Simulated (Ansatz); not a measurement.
# C4H11InO: taking an electron away

An exercise on one series of results from a longer session: the logs are not shown, and one member is left open.

Program: Ansatz 0.2.0, Gaussian basis. Level of theory: unrestricted cation, the program's frozen cores in correlated methods. These are calculated values, not measurements.

The runs, in order: UKS PBE-D4/def2-TZVPP; UKS r2SCAN-D4/def2-TZVPP; UKS PBE0-D4/def2-TZVPP; UKS B3LYP-D4/def2-TZVPP; UKS wB97X-V/def2-TZVPP; UKS wB97M-V/def2-TZVPP; UKS B2PLYP (frozen core with filled d shells)/def2-TZVPP; UHF-CCSD(T) with filled d shells/def2-TZVPP; UHF-MP2 with filled d shells/def2-QZVPP; extrapolation to the limit; then −ε(HOMO) from the neutral's earlier runs with LDA (SPW92), PBE-D4, revPBE-D4, BLYP-D4, r2SCAN-D4, B97M-V, PBE0-D4, B3LYP-D4, r2SCANh-D4, r2SCAN0-D4, HSE06-D4, BHLYP-D4, CAM-B3LYP-D4, LC-ωPBE, ωB97X-V, ωB97M-V.

### The geometry

An earlier PBE0-D4 in a triple-zeta def2 set relaxation fixed the geometry. In takes the def2 core potential; no spin-orbit term is included.

17 atoms, charge 0, spin multiplicity 1.

Atoms are counted from 1 here; the program's logs count them from 0.

Bond lengths: C1–In2 2.133 Å, C1–H7 1.091 Å, C1–H8 1.091 Å, C1–H9 1.090 Å, In2–O3 2.000 Å, In2–H10 1.716 Å, O3–C4 1.402 Å, C4–C5 1.521 Å, C4–C6 1.521 Å, C4–H11 1.101 Å, C5–H12 1.092 Å, C5–H13 1.094 Å, C5–H14 1.096 Å, C6–H15 1.094 Å, C6–H16 1.092 Å, C6–H17 1.096 Å. Angles: In2–C1–H7 110.6°, In2–C1–H8 110.6°, In2–C1–H9 108.5°, H7–C1–H8 108.2°, H7–C1–H9 109.5°, H8–C1–H9 109.5°, C1–In2–O3 107.3°, C1–In2–H10 135.4°, O3–In2–H10 117.3°, In2–O3–C4 126.5°, O3–C4–C5 111.7°, O3–C4–C6 111.7°, O3–C4–H11 106.3°, C5–C4–C6 111.4°, C5–C4–H11 107.7°, C6–C4–H11 107.7°, C4–C5–H12 110.2°, C4–C5–H13 111.5° and more.

Geometry (Å):

```xyz
17

C     1.20292    2.92783   -1.37952
In   -0.15559    1.60436   -0.40299
O     0.74255   -0.17798   -0.26887
C     0.20863   -1.34078    0.30353
C    -1.03019   -1.81481   -0.43985
C    -0.06919   -1.15988    1.78748
H     0.76214    3.32308   -2.29598
H     1.45171    3.76885   -0.73048
H     2.11019    2.37497   -1.62139
H    -1.73965    1.73699    0.24423
H     0.98048   -2.11916    0.19935
H    -0.80975   -1.93123   -1.50322
H    -1.38686   -2.77416   -0.05489
H    -1.84352   -1.08854   -0.33034
H    -0.39108   -2.09571    2.25265
H     0.83095   -0.81291    2.29958
H    -0.86376   -0.42091    1.94069
```

Set-up of the first run:

Input file in.yaml:

```yaml
crystal:
  periodic: [false, false, false]
  atoms:
    - {symbol: C, position_ang: [1.202916, 2.927826, -1.379517]}
    - {symbol: In, position_ang: [-0.155586, 1.604364, -0.402991]}
    - {symbol: O, position_ang: [0.742550, -0.177976, -0.268873]}
    - {symbol: C, position_ang: [0.208629, -1.340779, 0.303529]}
    - {symbol: C, position_ang: [-1.030191, -1.814806, -0.439849]}
    - {symbol: C, position_ang: [-0.069189, -1.159884, 1.787485]}
    - {symbol: H, position_ang: [0.762143, 3.323080, -2.295984]}
    - {symbol: H, position_ang: [1.451714, 3.768852, -0.730484]}
    - {symbol: H, position_ang: [2.110188, 2.374973, -1.621386]}
    - {symbol: H, position_ang: [-1.739654, 1.736989, 0.244232]}
    - {symbol: H, position_ang: [0.980481, -2.119162, 0.199353]}
    - {symbol: H, position_ang: [-0.809751, -1.931230, -1.503217]}
    - {symbol: H, position_ang: [-1.386864, -2.774158, -0.054894]}
    - {symbol: H, position_ang: [-1.843518, -1.088541, -0.330340]}
    - {symbol: H, position_ang: [-0.391078, -2.095705, 2.252653]}
    - {symbol: H, position_ang: [0.830951, -0.812909, 2.299580]}
    - {symbol: H, position_ang: [-0.863760, -0.420913, 1.940693]}
basis:
  gaussian: {orbitals: def2-TZVPP}
total_charge: 1
magnetization: {spin_polarized: true, initial_magnetization: 1}
hamiltonian: {xc: pbe, dispersion: d4}
```

Steps of the session up to this table: Cation, UKS PBE-D4/def2-TZVPP; Cation, UKS r2SCAN-D4/def2-TZVPP; Cation, UKS PBE0-D4/def2-TZVPP; Cation, UKS B3LYP-D4/def2-TZVPP; Cation, UKS wB97X-V/def2-TZVPP; Cation, UKS wB97M-V/def2-TZVPP; Cation, UKS B2PLYP (frozen core with filled d shells)/def2-TZVPP; Cation, UHF-CCSD(T) with filled d shells/def2-TZVPP; Cation, UHF-MP2 with filled d shells/def2-QZVPP.

One of the session's tables, all rows but one given; the rest of the session is left out.

It belongs to the step «Ionisation energies side by side». Orbital estimates, from the neutral's runs:

```
  functional  −ε(HOMO) (eV)
 LDA (SPW92)           5.93
      PBE-D4           5.73
   revPBE-D4           5.64
     BLYP-D4           5.64
   r2SCAN-D4           5.98
      B97M-V           6.14
     PBE0-D4           7.13
    B3LYP-D4           6.92
  r2SCANh-D4           6.52
  r2SCAN0-D4           7.31
    HSE06-D4           6.72
    BHLYP-D4           8.46
CAM-B3LYP-D4           8.53
     LC-ωPBE           9.81
     ωB97X-V              ?
     ωB97M-V           9.44
```

**Question.** Estimate the row for ωB97X-V.

The run gave: −ε(HOMO) (eV): 9.51. In the column «−ε(HOMO) (eV)» it lies between ωB97M-V (9.44) and LC-ωPBE (9.81).
